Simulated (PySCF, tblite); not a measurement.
# C7H5NSi: geometry, infrared bands and NMR shifts

What infrared bands and NMR shifts should C7H5NSi (`C#C/C=C(/C#C)[SiH2]C#N`) show?

The runs use tblite 0.8.0 and PySCF 2.14.0, with density-fitted response routines of our own; the level of theory stands in each step. All values are computed, except where a source is named. Atoms are numbered from 0 throughout.

**1. The molecule as given**

14 atoms, charge 0, multiplicity 1; geometry from: force field or distance geometry start.

Bonds of the start (Å): C0–C1 1.21, C1–C2 1.41, C2–C3 1.36, C3–C4 1.42, C4–C5 1.20, C3–Si6 1.86, Si6–C7 1.88, C7–N8 1.17, C0–H9 1.06, C2–H10 1.08, C5–H11 1.06, Si6–H12 1.49, Si6–H13 1.49.

**2. Geometry optimisation with GFN2-xTB**

The job: settings as JSON, then the geometry in Å.

```
{"job": {"kind": "relax", "xc": "GFN2-xTB", "basis": "xTB"}, "charge": 0, "multiplicity": 1}
C      1.581100    -2.614900     0.683900
C      1.381100    -1.422600     0.717600
C      1.174900    -0.026100     0.791600
C      0.243900     0.643200     0.053700
C      0.113700     2.047600     0.225900
C      0.010400     3.237000     0.358600
Si    -0.934500    -0.096200    -1.175800
C     -2.230600    -1.174500    -0.344300
N     -3.041600    -1.849100     0.153700
H      1.731600    -3.665900     0.658100
H      1.795600     0.526200     1.480700
H     -0.074700     4.288800     0.492900
H     -1.596000     0.991100    -1.941900
H     -0.155500    -0.885200    -2.176800
```

Run with:

```sh
> OMP_NUM_THREADS=1 python probes_run.py task.json out
```

The driver reads the jobs from task.json and runs them one after another.

Log:

```text
step      E/eV     max force
  0    -597.48669    2.541
  1    -597.37683    7.666
  2    -597.55551    0.676
  3    -597.56166    0.947
  4    -597.57079    0.668
  5    -597.58268    0.469
  6    -597.59310    0.264
  7    -597.59876    0.194
  8    -597.60053    0.496
  9    -597.60347    0.235
 10    -597.60563    0.161
 11    -597.60767    0.096
 12    -597.60829    0.076
 13    -597.60907    0.069
 14    -597.60945    0.067
 15    -597.60996    0.056
 16    -597.61046    0.063
 17    -597.61097    0.067
 18    -597.61146    0.074
 19    -597.61211    0.079
 20    -597.61297    0.085
 21    -597.61379    0.076
 22    -597.61432    0.059
 23    -597.61467    0.059
 24    -597.61506    0.065
 25    -597.61574    0.093
 26    -597.61676    0.118
 27    -597.61786    0.104
 28    -597.61868    0.076
 29    -597.61928    0.074
 30    -597.61994    0.089
 31    -597.62073    0.092
 32    -597.62136    0.062
 33    -597.62170    0.045
 34    -597.62190    0.034
 35    -597.62213    0.048
 36    -597.62240    0.050
 37    -597.62260    0.032
 38    -597.62269    0.022
 39    -597.62274    0.025
 40    -597.62280    0.025
 41    -597.62289    0.027
 42    -597.62298    0.027
 43    -597.62303    0.016
 44    -597.62305    0.010
 45    -597.62308    0.016
 46    -597.62311    0.022
 47    -597.62316    0.023
 48    -597.62320    0.019
 49    -597.62324    0.015
 50    -597.62328    0.015
 51    -597.62333    0.024
 52    -597.62340    0.029
 53    -597.62349    0.031
 54    -597.62358    0.032
 55    -597.62365    0.029
 56    -597.62372    0.023
 57    -597.62379    0.023
 58    -597.62384    0.019
 59    -597.62387    0.014
 60    -597.62388    0.013
 61    -597.62390    0.017
 62    -597.62393    0.021
 63    -597.62396    0.017
 64    -597.62399    0.014
 65    -597.62402    0.015
 66    -597.62407    0.023
 67    -597.62412    0.027
 68    -597.62416    0.019
 69    -597.62418    0.011
 70    -597.62420    0.011
 71    -597.62422    0.019
 72    -597.62426    0.027
 73    -597.62429    0.023
 74    -597.62431    0.014
 75    -597.62433    0.014
 76    -597.62436    0.024
 77    -597.62442    0.048
 78    -597.62453    0.077
 79    -597.62472    0.096
 80    -597.62493    0.079
 81    -597.62513    0.050
 82    -597.62528    0.038
 83    -597.62546    0.049
 84    -597.62575    0.046
 85    -597.62627    0.169
 86    -597.62658    0.202
 87    -597.62605    0.405
 88    -597.62732    0.131
 89    -597.62759    0.109
 90    -597.62789    0.057
 91    -597.62803    0.033
 92    -597.62812    0.031
 93    -597.62819    0.028
 94    -597.62828    0.020
 95    -597.62831    0.009
```

Run time: 0.58 s. Hardware: 1 thread of Arm Neoverse V2, shared host; peak memory 0.18 GiB.

Relaxation path: (not every step is listed) (the energy doesn't fall at every step)

```csv
step,energy from step 0 (eV),largest force (eV/Å)
0,0.0000,2.5410
1,0.1099,7.6660
2,-0.0688,0.6763
3,-0.0750,0.9472
4,-0.0841,0.6675
5,-0.0960,0.4690
6,-0.1064,0.2643
7,-0.1121,0.1940
8,-0.1138,0.4956
16,-0.1238,0.0628
24,-0.1284,0.0651
32,-0.1347,0.0624
40,-0.1361,0.0248
48,-0.1365,0.0194
56,-0.1370,0.0234
64,-0.1373,0.0140
72,-0.1376,0.0268
80,-0.1382,0.0786
88,-0.1406,0.1312
90,-0.1412,0.0567
91,-0.1413,0.0334
92,-0.1414,0.0305
93,-0.1415,0.0276
94,-0.1416,0.0195
95,-0.1416,0.0095
```

Distances of close pairs at the start and the end, largest changes first:

| bond | before (Å) | after (Å) | change (Å) |
| --- | --- | --- | --- |
| C3–Si6 | 1.857 | 1.895 | +0.039 |
| Si6–H13 | 1.494 | 1.465 | -0.029 |
| Si6–H12 | 1.486 | 1.464 | -0.022 |
| C7–N8 | 1.167 | 1.145 | -0.021 |
| C5–H11 | 1.064 | 1.049 | -0.015 |
| C3–C4 | 1.421 | 1.407 | -0.014 |
| C2–C3 | 1.364 | 1.350 | -0.014 |
| C0–H9 | 1.062 | 1.049 | -0.013 |

The next job starts from the end point, and lists it.

**3. Infrared spectrum with GFN2-xTB**

The job: settings as JSON, then the geometry in Å.

```
{"job": {"kind": "ir", "xc": "GFN2-xTB", "basis": "xTB"}, "charge": 0, "multiplicity": 1}
C      1.265646    -2.578569     0.655958
C      1.194172    -1.379613     0.725347
C      1.099161     0.016378     0.816628
C      0.243353     0.737549     0.062352
C      0.175010     2.134375     0.213192
C      0.087350     3.328293     0.326197
Si    -0.875583    -0.075472    -1.233348
C     -1.876052    -1.377162    -0.339859
N     -2.503304    -2.170233     0.198247
H      1.324346    -3.624568     0.605486
H      1.748630     0.495881     1.540796
H      0.022544     4.369241     0.438883
H     -1.820545     0.898166    -1.782515
H     -0.085405    -0.774741    -2.249530
```

Log:

```text
mode    cm-1     km/mol
  1      24.0      2.86
  2      71.8      3.64
  3      99.5      1.88
  4     107.9      1.37
  5     125.8      0.79
  6     230.9      0.26
  7     239.6      2.51
  8     257.0      8.02
  9     322.2      0.77
 10     392.2      4.33
 11     406.1      2.53
 12     436.5      3.73
 13     478.8     17.76
 14     505.9     83.82
 15     568.2      2.97
 16     583.3     56.04
 17     624.6      7.49
 18     625.1      1.63
 19     649.7      4.03
 20     653.5     29.14
 21     686.5     29.52
 22     714.9    273.22
 23     748.8    222.59
 24     833.3     18.99
 25    1052.8      0.32
 26    1129.5     16.90
 27    1255.1      1.09
 28    1573.4     15.63
 29    2222.7      1.89
 30    2244.0     12.54
 31    2254.6    273.09
 32    2268.4    238.70
 33    2354.9     28.67
 34    3025.5     31.71
 35    3394.1      4.11
 36    3397.7     10.15
```

It took 0.44 s on 1 thread of Arm Neoverse V2, shared host; peak memory 0.18 GiB.

The strongest bands and the atoms that carry them (share of the mass-weighted mode):

```
cm⁻¹  km/mol                                  atoms
 506    83.8  H13 20 %, H12 16 %, Si6 15 %, C3 10 %
 583    56.0   Si6 21 %, C2 14 %, H11 13 %, H9 11 %
 686    29.5             H9 36 %, H11 17 %, C2 13 %
 715   273.2           H13 30 %, Si6 29 %, H12 28 %
 749   222.6                     H12 47 %, H13 46 %
2255   273.1                               H13 94 %
2268   238.7                               H12 96 %
3026    31.7                               H10 93 %
```

**4. NMR shieldings: PBE0/pcSseg-1**

Same as in step 3 but for these lines:

```diff
@@ -1,2 +1,2 @@
-{"job": {"kind": "ir", "xc": "GFN2-xTB", "basis": "xTB"}, "charge": 0, "multiplicity": 1}
+{"job": {"kind": "nmr", "xc": "PBE0", "basis": "pcSseg-1"}, "charge": 0, "multiplicity": 1}
 C      1.265646    -2.578569     0.655958
```

Level: GIAO PBE0/pcSseg-1 NMR shielding, non-relativistic, gas phase.

Log:

```text
coarse grid: 13392 points
cycle   1  E = -613.1389030221  dE =  1.291e+00  |g| = 5.085e-01  |ddm| = 4.012e+00
cycle   2  E = -613.0435089706  dE =  9.539e-02  |g| = 8.258e-01  |ddm| = 1.281e+00
cycle   3  E = -613.1926811826  dE = -1.492e-01  |g| = 2.475e-01  |ddm| = 6.896e-01
cycle   4  E = -613.2062840967  dE = -1.360e-02  |g| = 3.879e-02  |ddm| = 1.887e-01
cycle   5  E = -613.2064241308  dE = -1.400e-04  |g| = 3.056e-02  |ddm| = 4.637e-02
cycle   6  E = -613.2066430675  dE = -2.189e-04  |g| = 6.856e-03  |ddm| = 2.711e-02
cycle   7  E = -613.2066549984  dE = -1.193e-05  |g| = 1.887e-03  |ddm| = 7.580e-03
cycle   8  E = -613.2066559033  dE = -9.049e-07  |g| = 5.386e-04  |ddm| = 2.529e-03
final grid: 128240 points
cycle   9  E = -613.2617049981  dE = -2.771e-05  |g| = 4.958e-03  |ddm| = 6.561e-02
cycle  10  E = -613.2617034094  dE =  1.589e-06  |g| = 5.564e-03  |ddm| = 1.129e-02
cycle  11  E = -613.2617105137  dE = -7.104e-06  |g| = 2.341e-03  |ddm| = 6.004e-03
cycle  12  E = -613.2617118548  dE = -1.341e-06  |g| = 2.396e-04  |ddm| = 1.790e-03
cycle  13  E = -613.2617118625  dE = -7.681e-09  |g| = 1.512e-04  |ddm| = 3.974e-04
cycle  14  E = -613.2617118687  dE = -6.243e-09  |g| = 3.445e-05  |ddm| = 1.884e-04
cycle  15  E = -613.2617118690  dE = -2.516e-10  |g| = 1.476e-05  |ddm| = 4.532e-05
converged SCF energy = -613.2617118690

GIAO shielding tensors (ppm)
atom      isotropic    diamagn.    paramagn.     s11        s22        s33       span
  0 C       76.622     258.026    -181.404     29.597     38.172    162.097    132.500
  1 C      100.772     254.258    -153.486      1.926      8.366    292.023    290.097
  2 C       40.267     255.144    -214.877    -87.712     55.475    153.037    240.749
  3 C       55.392     266.168    -210.776    -58.986     57.113    168.050    227.036
  4 C       98.118     245.780    -147.662     -4.575     -0.000    298.931    303.506
  5 C       86.834     258.960    -172.127     40.992     44.087    175.422    134.431
  6 Si     423.875     879.034    -455.158    384.557    432.700    454.370     69.813
  7 C       65.193     262.091    -196.897    -47.817    -44.203    287.600    335.416
  8 N      -98.294     337.638    -435.932   -298.167   -290.735    294.020    592.187
  9 H       27.716      33.962      -6.245     24.499     25.173     33.478      8.979
 10 H       24.586      28.581      -3.994     21.783     23.819     28.156      6.373
 11 H       28.185      33.888      -5.703     24.833     25.070     34.652      9.819
 12 H       27.106      26.989       0.117     23.686     25.940     31.691      8.005
 13 H       26.843      27.499      -0.655     24.385     24.751     31.394      7.009
```

It took 30 s on 1 thread of Arm Neoverse V2, shared host; peak memory 0.83 GiB.

The references, computed at this level on geometries of the same kind, shield at (ppm): 1H TMS 31.72, 13C TMS 186.9, 29Si TMS 349.2, 15N NH3 267.7. Their shielding less the atom's gives the shift. The references are single molecules in the gas phase, so shifts against H2O, NH3, PH3, H3PO4 or CFCl3 are not on the usual liquid scales and can be off by tens of ppm. Atoms listed in one row are averaged.

```csv
atoms,environment,σ (ppm),δ (ppm),δ scaled to CDCl3
C2,alkene CH,40.3,146.7,141.2
C3,fully substituted alkene carbon,55.4,131.5,126.5
C7,nitrile carbon,65.2,121.7,116.9
C0,terminal alkyne carbon,76.6,110.3,105.7
C5,terminal alkyne carbon,86.8,100.1,95.8
C4,alkyne carbon,98.1,88.8,84.8
C1,alkyne carbon,100.8,86.2,82.2
H10,hydrogen on an alkene CH,24.59,7.13,6.83
"H12, H13",hydrogen on a silicon bonded to 2 C,26.97,4.74,–
H9,hydrogen on a terminal alkyne carbon,27.72,4.00,3.88
H11,hydrogen on a terminal alkyne carbon,28.19,3.53,3.43
Si6,"silicon bonded to 2 C, 2 H",423.9,-74.7,–
N8,nitrile nitrogen,-98.3,366.0,–
```

The scaled column applies a straight-line fit of computed shieldings to shifts measured in CDCl3 (root-mean-square error 0.16 ppm for H, 1.9 ppm for C).

Charges from the same density, by scheme (e):

| atoms | Mulliken | IAO | Hirshfeld | ESP fit |
| --- | --- | --- | --- | --- |
| C0 | -0.30 | -0.19 | -0.07 | -0.40 |
| C1 | 0.23 | -0.04 | -0.04 | 0.09 |
| C2 | 0.00 | -0.11 | -0.01 | -0.22 |
| C3 | -0.56 | -0.27 | -0.07 | 0.05 |
| C4 | 0.43 | -0.03 | -0.05 | -0.06 |
| C5 | -0.39 | -0.22 | -0.09 | -0.37 |
| Si6 | 0.82 | 0.78 | 0.39 | 0.39 |
| C7 | -0.18 | -0.15 | -0.03 | 0.18 |
| N8 | -0.20 | -0.19 | -0.20 | -0.38 |

Mayer bond orders: C0–C1 2.33, C1–C2 1.16, C2–C3 1.73, C3–C4 1.12, C4–C5 2.28, C3–Si6 0.82, Si6–C7 0.83, C7–N8 2.93.

**5. Outcome**

```
                                                              quantity                                              value
                             strongest single infrared mode (GFN2-xTB)                               715 cm⁻¹, 273 km/mol
                                          zero-point energy (GFN2-xTB)                                      52.3 kcal/mol
                                13C shifts against TMS (PBE0/pcSseg-1)  146.7, 131.5, 121.7, 110.3, 100.1, 88.8, 86.2 ppm
1H shifts against TMS (PBE0/pcSseg-1, means over atoms taken as alike)                         7.13, 4.74, 4.00, 3.53 ppm
                               29Si shifts against TMS (PBE0/pcSseg-1)                                          -74.7 ppm
                                15N shifts against NH3 (PBE0/pcSseg-1)                                          366.0 ppm
```

In words: The optimisation took 95 steps and gained 0.142 eV; among the close pairs (by a distance rule), C3–Si6 changed most, from 1.857 to 1.895 Å. All 36 modes are real, so the xTB geometry is a minimum. The strongest single mode, at 715 cm⁻¹, has its largest shares on H13, Si6 and H12 (the list is cut at 3 atoms). GFN2-xTB is a fitted tight-binding method: band positions and strengths are rough. Its intensities can rank the bands wrongly. H10 (hydrogen on an alkene CH) lies farthest downfield among hydrogen, at 7.13 ppm; olefinic region. At PBE0/pcSseg-1: Shielding is most anisotropic at N8 (span 592 ppm, paramagnetic term -436 ppm).
